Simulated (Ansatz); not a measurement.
# CH₅BFNO: up Jacob's ladder to CCSD(T)

The task here is to estimate one member of a computed series from the others.

Method: functionals in def2-TZVPP, the program's frozen cores in correlated methods; program: Ansatz 0.2.0, Gaussian basis.

The runs, in order: PBE-D4, r2SCAN-D4, PBE0-D4, B3LYP-D4, ωB97X-V, ωB97M-V, B2PLYP; CCSD(T)/def2-TZVPP; MP2/def2-QZVPP; extrapolation to the limit.

## The relaxed structure

All runs share one geometry, relaxed beforehand with PBE0-D4 in a triple-zeta def2 set.

10 atoms, charge 0, spin multiplicity 1.

Atoms are counted from 1 here; the program's logs count them from 0.

Bond lengths: B1–C2 1.547 Å, B1–N3 1.659 Å, B1–H6 1.194 Å, B1–H7 1.194 Å, C2–N3 1.508 Å, C2–O4 1.353 Å, C2–F5 1.367 Å, N3–H8 1.010 Å, N3–H9 1.009 Å, O4–H10 0.967 Å. Angles: C2–B1–N3 56.0°, C2–B1–H6 117.8°, C2–B1–H7 118.2°, N3–B1–H6 111.4°, N3–B1–H7 111.9°, H6–B1–H7 121.8°, B1–C2–N3 65.8°, B1–C2–O4 124.8°, B1–C2–F5 121.9°, N3–C2–O4 114.4°, N3–C2–F5 107.7°, O4–C2–F5 110.7°, B1–N3–C2 58.2°, B1–N3–H8 120.1°, B1–N3–H9 120.0°, C2–N3–H8 116.1°, C2–N3–H9 115.5°, H8–N3–H9 114.7° and more.

The first run:

Contents of in.yaml:

```yaml
crystal:
  periodic: [false, false, false]
  atoms:
    - {symbol: B, position_ang: [-0.740938, 0.316309, 0.902113]}
    - {symbol: C, position_ang: [0.136029, 0.500637, -0.358353]}
    - {symbol: N, position_ang: [-0.087454, -0.938146, 0.035688]}
    - {symbol: O, position_ang: [1.432126, 0.887157, -0.347944]}
    - {symbol: F, position_ang: [-0.411210, 0.682431, -1.597466]}
    - {symbol: H, position_ang: [-1.926163, 0.367190, 0.767263]}
    - {symbol: H, position_ang: [-0.223287, 0.435650, 1.971154]}
    - {symbol: H, position_ang: [-0.670339, -1.483385, -0.582907]}
    - {symbol: H, position_ang: [0.724579, -1.424264, 0.386548]}
    - {symbol: H, position_ang: [1.849655, 0.605321, -1.173196]}
basis:
  gaussian: {orbitals: def2-TZVPP}
hamiltonian: {xc: pbe, dispersion: d4}
output: {forces: true, orbitals: {seedname: orbitals}}
```

Run with:

```
$ ansatz run in.yaml --threads 4 --pin off --events-out ev --progress --plain --max-ram 10444MiB
```

Among the steps run: PBE-D4 (GGA); r2SCAN-D4 (meta-GGA); PBE0-D4 (hybrid); B3LYP-D4 (hybrid); ωB97X-V (range-separated); ωB97M-V (range-separated); B2PLYP (double hybrid); CCSD(T) in def2-TZVPP; MP2 in def2-QZVPP.

One of the session's tables, all rows but one given; the rest of the session is left out.

It belongs to the step «Atomisation energies». 

| method | atomisation energy (kcal/mol) |
| --- | --- |
| PBE-D4 | 913.3 |
| r2SCAN-D4 | ? |
| PBE0-D4 | 887.7 |
| B3LYP-D4 | 883.6 |
| ωB97X-V | 886.8 |
| ωB97M-V | 889.2 |
| B2PLYP | 873.7 |
| HF/def2-TZVPP | 605.0 |
| MP2/def2-TZVPP | 877.2 |
| CCSD/def2-TZVPP | 839.1 |
| CCSD(T)/def2-TZVPP | 854.9 |
| MP2/CBS | 902.5 |
| CCSD(T)/CBS | 880.1 |

Estimate the missing values for r2SCAN-D4.

**Answer.** atomisation energy (kcal/mol): 886.5. In the column «atomisation energy (kcal/mol)» it lies between B3LYP-D4 (883.6) and ωB97X-V (886.8).
